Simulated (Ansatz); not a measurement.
**F3H2O2Ta: a ladder of functionals and wavefunction methods**

An exercise on one series of results from a longer session: the logs are not shown, and one member is left open.

Program: Ansatz 0.2.0, Gaussian basis. Level of theory: functionals in def2-TZVPP, the program's frozen cores in correlated methods. These are calculated values, not measurements.

Levels to be run: LDA (SPW92), PBE-D4, revPBE-D4, BLYP-D4, r2SCAN-D4, B97M-V, PBE0-D4, B3LYP-D4, r2SCANh-D4, r2SCAN0-D4, HSE06-D4, BHLYP-D4, CAM-B3LYP-D4, LC-ωPBE, ωB97X-V, ωB97M-V, B2PLYP, PBE-QIDH; CCSD(T)/def2-SVP; CCSD(T)/def2-TZVPP; MP2/def2-QZVPP; extrapolation to the limit; RPA on PBE.

### The geometry

The geometry comes from an earlier relaxation with PBE0-D4 in a triple-zeta def2 set; it is a stationary point, not always the lowest conformer. Ta takes the def2 core potential; no spin-orbit term is included.

SMILES `[OH][Ta]([OH])([F])([F])[F]`, 8 atoms, charge 0, spin multiplicity 1.

Atoms are counted from 1 here; the program's logs count them from 0.

Bond lengths: O1–Ta2 1.882 Å, O1–H7 0.960 Å, Ta2–O3 1.883 Å, Ta2–F4 1.884 Å, Ta2–F5 1.872 Å, Ta2–F6 1.871 Å, O3–H8 0.953 Å. Angles: Ta2–O1–H7 124.8°, O1–Ta2–O3 94.7°, O1–Ta2–F4 91.4°, O1–Ta2–F5 116.8°, O1–Ta2–F6 116.8°, O3–Ta2–F4 173.8°, O3–Ta2–F5 90.1°, O3–Ta2–F6 90.2°, F4–Ta2–F5 87.0°, F4–Ta2–F6 87.1°, F5–Ta2–F6 126.2°, Ta2–O3–H8 164.0°.

The first run:

in.yaml

```yaml
crystal:
  periodic: [false, false, false]
  atoms:
    - {symbol: O, position_ang: [-1.021377, -1.072473, -0.826438]}
    - {symbol: Ta, position_ang: [-0.132015, 0.439569, -0.143951]}
    - {symbol: O, position_ang: [1.075298, -0.552049, 0.907010]}
    - {symbol: F, position_ang: [-1.246221, 1.597898, -1.127072]}
    - {symbol: F, position_ang: [1.293034, 1.109008, -1.155742]}
    - {symbol: F, position_ang: [-0.850436, 1.213426, 1.401026]}
    - {symbol: H, position_ang: [-0.803817, -1.981026, -0.606956]}
    - {symbol: H, position_ang: [1.777634, -0.811452, 1.496325]}
basis:
  gaussian: {orbitals: def2-TZVPP}
hamiltonian: {xc: lda}
output: {orbitals: {seedname: orbitals}}
```

Steps of the session up to this table: LDA; PBE-D4 (GGA); revPBE-D4 (GGA); BLYP-D4 (GGA); r2SCAN-D4 (meta-GGA); B97M-V (meta-GGA); PBE0-D4 (hybrid); B3LYP-D4 (hybrid); r2SCANh-D4 (hybrid); r2SCAN0-D4 (hybrid); HSE06-D4 (hybrid); BHLYP-D4 (hybrid); CAM-B3LYP-D4 (range-separated); LC-ωPBE-D4 (range-separated; the results give it without D4); ωB97X-V (range-separated); ωB97M-V (range-separated); B2PLYP (double hybrid); PBE-QIDH (double hybrid).

One table of the session follows, with a row left open; its other results are not shown here.

It belongs to the step «Orbital energies across the functionals». 

```
  functional  HOMO (eV)  gap (eV)
 LDA (SPW92)      -8.66      6.06
      PBE-D4      -8.39      6.05
   revPBE-D4      -8.29      6.05
     BLYP-D4      -8.30      6.04
   r2SCAN-D4      -8.82      6.62
      B97M-V          ?         ?
     PBE0-D4     -10.21      8.68
    B3LYP-D4      -9.92      8.14
  r2SCANh-D4      -9.50      7.60
  r2SCAN0-D4     -10.52      9.09
    HSE06-D4      -9.79      7.89
    BHLYP-D4     -11.94     11.37
CAM-B3LYP-D4     -11.73     11.33
     LC-ωPBE     -13.07     13.97
     ωB97X-V     -12.72     13.50
     ωB97M-V     -12.65     13.34
```

Estimate the missing values for B97M-V.

The run gave: HOMO (eV): -8.89; gap (eV): 6.74. In the column «HOMO (eV)» it lies between r2SCANh-D4 (-9.50) and r2SCAN-D4 (-8.82).
